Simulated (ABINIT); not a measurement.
Crystal: Si2C.

```
CELL_PARAMETERS angstrom
2.66863 0.00000 0.00000
0.00000 2.66863 0.00000
0.00000 0.00000 5.53218
ATOMIC_POSITIONS crystal
Si 0.50000 0.50000 0.28432
Si 0.50000 0.50000 0.71568
C 0.00000 0.00000 0.00000
```

The cell was built by a generator and needn't be a form met in nature.

Base run:

| Quantity | Value |
| --- | --- |
| Program | ABINIT 10.8.3 (patched build) |
| Functional | LDA |
| Potentials or basis | PseudoDojo NC SR LDA v0.4.1 standard |
| Cutoff | 1265 eV |
| k mesh | 8 × 8 × 4 |
| Occupations | fermi-dirac, width 0.05 eV |
| Spin | no spin polarisation |

Its results: band gap on the k mesh none (metal or under the smearing width); pressure -14.0 GPa; largest force 1.917 eV/Å.

Task: The run is repeated on the same cell with these changes: functional from LDA to PW91; potentials or basis from PseudoDojo NC SR LDA v0.4.1 standard to PseudoDojo NC SR PBE v0.4 stringent; cutoff from 1265 eV to 1116 eV. What comes out?

Result: Band gap on the k mesh none (metal or under the smearing width); pressure -8.2 GPa; largest force 1.816 eV/Å.

Caveats: forces of over 1 eV/Å show positions far from the minimum, so gaps and moduli don't describe the material at rest (some runs); this build's PW91 may differ from other programs' (some runs); the potentials were made for another functional, which shifts forces and pressure (some runs).

Not every run made on this cell is shown here.
